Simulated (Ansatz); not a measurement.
**Ta2C: convergence and cost**

The task here is to estimate one member of a computed series from the others.

Program: Ansatz 0.2.0. Level of theory: DFT PBEsol, scalar-relativistic, plane waves, PAW. These are calculated values, not measurements.

**Starting point**

Symmetry: P-3m1, No. 164, trigonal system. Conventional cell: a = 3.106 Å, b = 3.106 Å, c = 4.946 Å, α = 90.00°, β = 90.00°, γ = 120.00°. Around Ta (site symmetry 3m) lie 3 C at 2.18 Å. C (site symmetry -3m) is surrounded by 6 Ta at 2.18 Å.

As a file:

```cif
data_structure
_symmetry_space_group_name_H-M 'P-3m1'
_symmetry_Int_Tables_number 164
_cell_length_a 3.1059
_cell_length_b 3.1059
_cell_length_c 4.9464
_cell_angle_alpha 90.000
_cell_angle_beta 90.000
_cell_angle_gamma 120.000
_cell_volume 41.32
loop_
_atom_site_label
_atom_site_type_symbol
_atom_site_symmetry_multiplicity
_atom_site_Wyckoff_symbol
_atom_site_fract_x
_atom_site_fract_y
_atom_site_fract_z
_atom_site_occupancy
Ta1 Ta 2 d 0.33333 0.66667 0.25201 1
C1 C 1 a 0.00000 0.00000 0.00000 1
```

Source of the structure: the Crystallography Open Database. It is taken as it stands there.

Set-up of the first run:

File input.yaml:

```yaml
crystal:
  lattice:
    - [3.1059007354, 0.0, 0.0]
    - [-1.5529503677, 2.6897889385, 0.0]
    - [0.0, 0.0, 4.9464]
  atoms:
    - { symbol: Ta, position: [0.3333333333, 0.6666666667, 0.25201] }
    - { symbol: Ta, position: [0.6666666667, 0.3333333333, 0.74799] }
    - { symbol: C, position: [0.0, 0.0, 0.0] }
basis:
  ecutwfc: 420
kpoints:
  mp_grid: { grid: [6, 6, 4] }
hamiltonian:
  xc: pbesol
scf:
  occupations: { method: gaussian, width: 0.1 }
output:
  forces: true
  stress: true
  eigenvalues: true
```

Steps of the session up to this table: A first look at the start; Base run on a denser mesh; Plane-wave cutoff set to 250 eV; Plane-wave cutoff set to 300 eV; Plane-wave cutoff: 350 eV; Plane-wave cutoff: 500 eV.

One table of the session follows, with a row left open; its other results are not shown here.

It belongs to the step «The sweep of the plane-wave cutoff side by side». 

| cutoff (eV) | ΔE (meV/atom) | pressure (GPa) | largest change of a force component (eV/Å) |
| --- | --- | --- | --- |
| 250 | 242 | -3.82 | 0.044 |
| 300 | 56.3 | -2.93 | 0.017 |
| 350 | 14.4 | -3.06 | 0.005 |
| 420 | ? | ? | ? |
| 500 | 0.00 | -3.13 | 0.000 |

Estimate the missing values for cutoff (eV) = 420.

Worked estimate for «ΔE (meV/atom)». A straight line through the neighbours (350, 14.4) and (500, 0.00) gives 14.4 + (0.00 − 14.4) × (420 − 350) / (500 − 350) = 7.68; a parabola fitted to 3 rows on both sides gives -13.10.

The run gave: ΔE (meV/atom): 1.25; pressure (GPa): -3.11; largest change of a force component (eV/Å): 0.000. In «ΔE (meV/atom)» the line misses by +6.43 and the parabola by -14.35. Between these rows the values bend or scatter more than so simple an estimate can follow.

The energy still moves by 1.25 meV/atom between the last two values of the plane-wave cutoff, so 1 meV/atom is not shown to be reached. Total energies converge more slowly with the cutoff than differences between like structures do. The pressure is off by up to 0.7 GPa. Forces stay within 0.01 eV/Å of the reference from 350 eV on.

Caveats from the session: The energy still moves by 1.52 meV/atom between the last two values of the plane-wave cutoff on the displaced cell, so 1 meV/atom is not shown to be reached. The settings are coarse, so take the values as rough. Warnings in the runs' records: cutoff below recommended.
